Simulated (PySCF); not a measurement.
# CaCl (calcium monochloride): the cost of one run

The runs use PySCF 2.14.0, with density-fitted response routines of our own; the level of theory stands in each step. All values are computed, except where a source is named. Atoms are numbered from 0 throughout.

### Step 1. The starting structure

2 atoms, charge 0, multiplicity 2; geometry from: GFN2-xTB.

Bonds of the start (Å): Cl0–Ca1 2.37.

### Step 2. Geometry optimisation at PBE0-D3(BJ)/def2-SVP

Job settings and geometry (Å):

```
{"job": {"xc": "PBE0", "basis": "def2-SVP", "d3": "d3bj", "grid": 1, "kind": "geom"}, "charge": 0, "multiplicity": 2}
Cl     1.186920    -0.005650    -0.005850
Ca    -1.181410     0.008180    -0.022450
```

Run with:

```
OMP_NUM_THREADS=1 python probes_run.py task.json out
```

The driver reads the jobs from task.json and runs them one after another.

Q: Estimate the wall time and peak memory of this first job on 1 thread of Intel Xeon Platinum 8175M at 2.50GHz, shared host.

About 4.2 s, with a peak of 0.24 GiB.
